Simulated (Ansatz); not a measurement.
**Sc2Cu3: from a guess to a relaxed structure**

Aim: relax a trial structure of Sc2Cu3 and see where it ends.

Method: DFT PBE, scalar-relativistic, plane waves, PAW, in Ansatz 0.2.0.

2 further runs of the same task are left out: 1 that didn't finish, 1 set aside as unsound or not needed.

## Step 1: The starting structure

It takes space group Pm-3m (No. 221, cubic). The conventional cell has a = 4.227 Å, b = 4.227 Å, c = 4.227 Å, α = 90.00°, β = 90.00°, γ = 90.00°. Sc (site symmetry m-3m) has 12 Cu at 2.99 Å as nearest neighbours. Sc (site symmetry m-3m) is surrounded by 6 Cu at 2.11 Å. Cu (site symmetry 4/mmm) is surrounded by 2 Sc at 2.11 Å.

Coordinates:

```cif
data_structure
_symmetry_space_group_name_H-M 'Pm-3m'
_symmetry_Int_Tables_number 221
_cell_length_a 4.2266
_cell_length_b 4.2266
_cell_length_c 4.2266
_cell_angle_alpha 90.000
_cell_angle_beta 90.000
_cell_angle_gamma 90.000
_cell_volume 75.51
loop_
_atom_site_label
_atom_site_type_symbol
_atom_site_symmetry_multiplicity
_atom_site_Wyckoff_symbol
_atom_site_fract_x
_atom_site_fract_y
_atom_site_fract_z
_atom_site_occupancy
Sc1 Sc 1 b 0.50000 0.50000 0.50000 1
Sc2 Sc 1 a 0.00000 0.00000 0.00000 1
Cu1 Cu 3 d 0.50000 0.00000 0.00000 1
```

The cell is invented: species swapped into a database cell of Tl2F3 (Pm-3m, No. 221), with Sc on the Tl sites and Cu on the F sites. The dimensions are guesses.

## Step 2: The guess as it stands, on a coarse mesh

input.yaml

```yaml
crystal:
  lattice:
    - [4.22663855, 0.0, 0.0]
    - [0.0, 4.22663855, 0.0]
    - [0.0, 0.0, 4.22663855]
  atoms:
    - { symbol: Sc, position: [0.5, 0.5, 0.5] }
    - { symbol: Sc, position: [0.0, 0.0, 0.0] }
    - { symbol: Cu, position: [0.5, 0.0, 0.0] }
    - { symbol: Cu, position: [0.0, 0.5, 0.0] }
    - { symbol: Cu, position: [0.0, 0.0, 0.5] }
basis:
  ecutwfc: 420
kpoints:
  mp_grid: { grid: [4, 4, 4] }
hamiltonian:
  xc: pbe
scf:
  occupations: { method: gaussian, width: 0.1 }
  lower_state_search: "off"
output:
  forces: true
  stress: true
  eigenvalues: true
```

The run is started by

```
> ansatz run input.yaml --threads 1 --pin off --max-ram 2560MiB --backend cpu --events-out ev --progress --plain --runs-dir out
```

Further runs follow: rough relaxation on the coarse mesh; spin check on a coarse mesh; relaxation on the finer mesh.

What does the calculation give? Wanted: conventional cell; volume; energy over the elements; gap on the mesh.

**Answer**, as computed:

```
                              quantity                                                                      value
symmetry at the end (tolerance 0.05 Å)                                                space group Pm-3m (No. 221)
                     conventional cell  a = 4.664 Å, b = 4.664 Å, c = 4.664 Å, α = 90.00°, β = 90.00°, γ = 90.00°
                                volume                                                              20.29 Å³/atom
              energy over the elements                                                              +0.66 eV/atom
                       gap on the mesh                                                               none (metal)
```

**Reading.** The space group Pm-3m (No. 221) is kept, and the volume per atom grows by 34.3 % from the first guess. The formation energy is positive, so the separate elements lie lower. No finished test with a distortion of lower symmetry is shown, so the end may be a saddle point. Other magnetic orders were not searched.
